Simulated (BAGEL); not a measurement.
**GePNH6 (SMILES [NH2][GeH2][PH2]): HF/STO-3G (density fitting with qzvpp-jkfit)**

Aim: the vertical ionisation energy of GePNH6 at HF/STO-3G (density fitting with qzvpp-jkfit), from 2 runs. 

Program for the calculation: BAGEL 1.2.2.

### 1 Starting point

GePNH6: 9 atoms, total charge 0, spin state singlet. SMILES: `[NH2][GeH2][PH2]`. Geometry: a GFN2-xTB relaxation, a rough one for these elements and not checked as a minimum. This is one conformer, not always the lowest.

Bond lengths: N1–Ge2 1.816 Å, Ge2–P3 2.295 Å, N1–H4 1.009 Å, N1–H5 1.010 Å, Ge2–H6 1.509 Å, Ge2–H7 1.533 Å, P3–H8 1.390 Å, P3–H9 1.388 Å. Some angles: N1–Ge2–P3 106.2°, N1–Ge2–H6 104.2°, N1–Ge2–H7 112.6°, P3–Ge2–H6 113.1°, P3–Ge2–H7 115.4°, Ge2–N1–H4 117.5°, Ge2–N1–H5 117.3°, Ge2–P3–H8 92.9°, Ge2–P3–H9 93.3°, H6–Ge2–H7 105.0°.

### 2 A single-point energy at HF/STO-3G (density fitting with qzvpp-jkfit)

File job.json:

```json
{ "bagel": [

{
  "title": "molecule",
  "basis": "sto-3g",
  "df_basis": "qzvpp-jkfit",
  "angstrom": "true",
  "geometry": [
    { "atom": "N", "xyz": [   -1.094670,    0.696980,   -1.022650 ] },
    { "atom": "Ge", "xyz": [    0.290280,    0.532470,    0.139720 ] },
    { "atom": "P", "xyz": [   -0.110990,   -1.375970,    1.349300 ] },
    { "atom": "H", "xyz": [   -1.050930,    1.446670,   -1.697080 ] },
    { "atom": "H", "xyz": [   -1.404340,   -0.139740,   -1.495410 ] },
    { "atom": "H", "xyz": [    0.222060,    1.786980,    0.975440 ] },
    { "atom": "H", "xyz": [    1.654390,    0.593230,   -0.557450 ] },
    { "atom": "H", "xyz": [    0.364530,   -2.202110,    0.337370 ] },
    { "atom": "H", "xyz": [    1.129660,   -1.338510,    1.970750 ] }
  ]
},
{ "title": "hf" },
{ "title": "print", "file": "orbitals.molden", "orbitals": "true" }

]}
```

Launch:

```sh
BAGEL_NUM_THREADS=1 BAGEL job.json > job.out
```

The program printed:

```text
* using 1 threads per process

  ===============================================================
  ===============================================================

  *** Geometry ***

  { "atom" : "N", "xyz" : [     -2.068626,      1.317101,     -1.932528 ] },
  { "atom" : "Ge", "xyz" : [      0.548550,      1.006222,      0.264033 ] },
  { "atom" : "P", "xyz" : [     -0.209741,     -2.600206,      2.549807 ] },
  { "atom" : "H", "xyz" : [     -1.985970,      2.733810,     -3.207016 ] },
  { "atom" : "H", "xyz" : [     -2.653818,     -0.264070,     -2.825915 ] },
  { "atom" : "H", "xyz" : [      0.419633,      3.376903,      1.843314 ] },
  { "atom" : "H", "xyz" : [      3.126344,      1.121042,     -1.053428 ] },
  { "atom" : "H", "xyz" : [      0.688862,     -4.161385,      0.637537 ] },
  { "atom" : "H", "xyz" : [      2.134748,     -2.529417,      3.724178 ] },

  Number of auxiliary basis functions:      579

  Since a DF basis is specified, we compute 2- and 3-index integrals:
    o Being stored without compression. Storage requirement is 0.007 GB

  Number of basis functions:       38
  Number of electrons      :       60

    * METHOD: MOLECULE                             0.57

  *** RHF ***

  === Nuclear Repulsion ===
   276.3906793577

      * DIIS with orbital gradients will be used.

  === RHF iteration (sto-3g) ===
      0      -2445.89409174          0.00729781           0.07
      1      -2445.92164290          0.00183503           0.08
      2      -2445.92381032          0.00046260           0.08
      3      -2445.92406081          0.00006685           0.08
      4      -2445.92406700          0.00001201           0.07
      5      -2445.92406720          0.00000295           0.07
      6      -2445.92406722          0.00000087           0.06
      7      -2445.92406722          0.00000015           0.07
      8      -2445.92406722          0.00000003           0.06
      9      -2445.92406722          0.00000001           0.06
    * SCF iteration converged.

    * Permanent dipole moment:
           (   -0.531849,     0.246106,     0.298351) a.u.

    * METHOD: HF                                   0.97

    * METHOD: PRINT                                0.00

  ===============================================================
```

Wall time 1.9 s (1 thread of Intel Xeon at 2.50GHz (Skylake/Cascade Lake), shared host).

### 3 The doublet cation, same level

File input.json:

```json
{ "bagel": [

{
  "title": "molecule",
  "basis": "sto-3g",
  "df_basis": "qzvpp-jkfit",
  "angstrom": true,
  "geometry": [
    { "atom": "N", "xyz": [   -1.094670,    0.696980,   -1.022650 ] },
    { "atom": "Ge", "xyz": [    0.290280,    0.532470,    0.139720 ] },
    { "atom": "P", "xyz": [   -0.110990,   -1.375970,    1.349300 ] },
    { "atom": "H", "xyz": [   -1.050930,    1.446670,   -1.697080 ] },
    { "atom": "H", "xyz": [   -1.404340,   -0.139740,   -1.495410 ] },
    { "atom": "H", "xyz": [    0.222060,    1.786980,    0.975440 ] },
    { "atom": "H", "xyz": [    1.654390,    0.593230,   -0.557450 ] },
    { "atom": "H", "xyz": [    0.364530,   -2.202110,    0.337370 ] },
    { "atom": "H", "xyz": [    1.129660,   -1.338510,    1.970750 ] }
  ]
},
{ "title": "uhf", "charge": 1, "nopen": 1 },
{ "title": "print", "file": "orbitals.molden", "orbitals": true }

]}
```

Launch:

```sh
BAGEL_NUM_THREADS=1 BAGEL input.json > input.out
```

The program printed:

```text
* using 1 threads per process

  ===============================================================
  ===============================================================

  *** Geometry ***

  { "atom" : "N", "xyz" : [     -2.068626,      1.317101,     -1.932528 ] },
  { "atom" : "Ge", "xyz" : [      0.548550,      1.006222,      0.264033 ] },
  { "atom" : "P", "xyz" : [     -0.209741,     -2.600206,      2.549807 ] },
  { "atom" : "H", "xyz" : [     -1.985970,      2.733810,     -3.207016 ] },
  { "atom" : "H", "xyz" : [     -2.653818,     -0.264070,     -2.825915 ] },
  { "atom" : "H", "xyz" : [      0.419633,      3.376903,      1.843314 ] },
  { "atom" : "H", "xyz" : [      3.126344,      1.121042,     -1.053428 ] },
  { "atom" : "H", "xyz" : [      0.688862,     -4.161385,      0.637537 ] },
  { "atom" : "H", "xyz" : [      2.134748,     -2.529417,      3.724178 ] },

  Number of auxiliary basis functions:      579

  Since a DF basis is specified, we compute 2- and 3-index integrals:
    o Being stored without compression. Storage requirement is 0.007 GB

  Number of basis functions:       38
  Number of electrons      :       60

    * METHOD: MOLECULE                             0.38

  *** Open-shell HF ***

  === Nuclear Repulsion ===
   276.3906793577

      * DIIS with orbital gradients will be used.

  === UHF iteration (sto-3g) ===
      0      -2445.62472232          0.01749382           0.16
      1      -2445.67207749          0.00579229           0.16
      2      -2445.67871156          0.00263678           0.18
      3      -2445.68021713          0.00108411           0.16
      4      -2445.68158087          0.00048665           0.21
      5      -2445.68205154          0.00024980           0.20
      6      -2445.68219639          0.00010603           0.14
      7      -2445.68221883          0.00006279           0.20
      8      -2445.68222908          0.00002865           0.21
      9      -2445.68223104          0.00001109           0.18
     10      -2445.68223128          0.00000353           0.15
     11      -2445.68223130          0.00000146           0.21
     12      -2445.68223131          0.00000079           0.21
     13      -2445.68223132          0.00000038           0.15
     14      -2445.68223132          0.00000017           0.13
     15      -2445.68223132          0.00000009           0.12
     16      -2445.68223132          0.00000005           0.13
     17      -2445.68223132          0.00000003           0.12
     18      -2445.68223132          0.00000001           0.13
     19      -2445.68223132          0.00000001           0.12
    * SCF iteration converged.

    * S^2 (UHF) is 0.7575

    * Permanent dipole moment:
           (   -0.483033,     1.918390,    -0.959420) a.u.

    * METHOD: UHF                                  3.56

    * METHOD: PRINT                                0.00

  ===============================================================
```

It took 4.5 s on 1 thread of Intel Xeon at 2.50GHz (Skylake/Cascade Lake), shared host.

### 4 Outcome

At HF/STO-3G (density fitting with qzvpp-jkfit):

```
                                          quantity           value
                      singlet GePNH6: total energy  -2445.92407 Eh
                     singlet GePNH6: dipole moment          1.67 D
                       singlet GePNH6: HOMO energy        -7.53 eV
                       singlet GePNH6: LUMO energy        10.12 eV
                     singlet GePNH6: HOMO–LUMO gap        17.65 eV
                      doublet cation: total energy  -2445.68223 Eh
                              doublet cation: ⟨S²⟩           0.757
vertical ionisation energy (to the doublet cation)        6.581 eV
```

What this shows: The vertical ionisation energy comes to 6.58 eV (635 kJ/mol). The negative HOMO energy of the first species, 7.53 eV, lies 0.95 eV above that difference. In a minimal basis such a difference can be off by several eV, whatever the method.
